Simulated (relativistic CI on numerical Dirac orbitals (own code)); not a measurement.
# Cu²⁺: M2,3 absorption multiplets

Aim: the M2,3 absorption spectrum of Cu²⁺ in 4 surroundings, from the same atomic integrals.

Method: Dirac-Coulomb-Breit CI, KLI orbitals optimised for each configuration, model QED (radiative potential, 1s self-energy scaled to tabulated hydrogen-like ionisation energies), valence Slater integrals scaled by 0.7, multiplet model of core-to-valence dipole absorption in a parametric crystal field. Code: relativistic CI on numerical Dirac orbitals (own code) version 1.

### Step 1. The system

```
ion                                            : Cu²⁺ (Cu III)
nuclear charge                                 : 29
electrons                                      : 27
configurations                                 : [Ar] 3d9 → [Ne] 3s2 3p5 3d10
magnetising field for the dichroism, Lz and Sz : exchange field 10 meV on Sz; these come from the lowest magnetised state alone (0 K)
temperature of the isotropic spectrum          : 300 K
widths                                         : Lorentz 0.48 eV, Gauss 0.3 eV
surrounding 1                                  : Td, 10Dq = -8700 cm⁻¹
surrounding 2                                  : Td, 10Dq = -10550 cm⁻¹
surrounding 3                                  : Td, 10Dq = -12350 cm⁻¹
surrounding 4                                  : Td, 10Dq = -14150 cm⁻¹
```

### Step 2. Surrounding 1: Td, 10Dq = -8700

Input settings:

```ini
atom Cu  Z=29  charge=2  electrons=27
nucleus A=63  rms_radius_fm=3.8823
hamiltonian dirac-coulomb  breit=on  qed=on  c_scale=1
orbitals kli  potential=per-configuration
slater_scale 0.7
correlation none
mixing on
configurations
  [Ar] 3d9
  [Ne] 3s2 3p5 3d10
end
absorption M2,3 T=300 lorentz=0.48 gauss=0.3
crystal_field Td 10Dq=-8700
```

### Step 3. Surrounding 2: Td, 10Dq = -10550

Settings: those of step 2 with these lines changed.

```diff
@@ -12,2 +12,2 @@
 absorption M2,3 T=300 lorentz=0.48 gauss=0.3
-crystal_field Td 10Dq=-8700
+crystal_field Td 10Dq=-10550
```

### Step 4. Surrounding 3: Td, 10Dq = -12350

Settings: those of step 3 with these lines changed.

```diff
@@ -12,2 +12,2 @@
 absorption M2,3 T=300 lorentz=0.48 gauss=0.3
-crystal_field Td 10Dq=-10550
+crystal_field Td 10Dq=-12350
```

### Step 5. Surrounding 4: Td, 10Dq = -14150

Settings: those of step 4 with these lines changed.

```diff
@@ -12,2 +12,2 @@
 absorption M2,3 T=300 lorentz=0.48 gauss=0.3
-crystal_field Td 10Dq=-12350
+crystal_field Td 10Dq=-14150
```

(Steps that only read results are left out.)

**Question.** What will these runs give? Wanted: highest peak, first run; ground spin; core spin-orbit splitting.

The runs gave:

| surrounding | ground S | Lz (0 K) | Sz (0 K) | centroid (eV) | share of the lower edge | up to four highest peaks (% of the highest), eV |
| --- | --- | --- | --- | --- | --- | --- |
| 1: Td | 0.50 | -0.71 | -0.20 | 76.25 | - | 76.2 (100) |
| 2: Td | 0.50 | -0.70 | -0.20 | 76.34 | - | 76.3 (100) |
| 3: Td | 0.50 | -0.70 | -0.20 | 76.43 | - | 76.4 (100) |
| 4: Td | 0.50 | -0.70 | -0.20 | 76.52 | - | 76.5 (100) |

| quantity | value |
| --- | --- |
| highest peak, first run | 76.2 eV |
| ground spin (effective S from ⟨S²⟩) | 0.50 |
| core spin-orbit splitting (without Breit) | 2.57 eV |

The position of the maximum differs by up to 0.3 eV between the surroundings, by shifts of peaks or by peaks exchanging rank. Edge positions are free-ion values and differ from those in solids by a few eV or more.
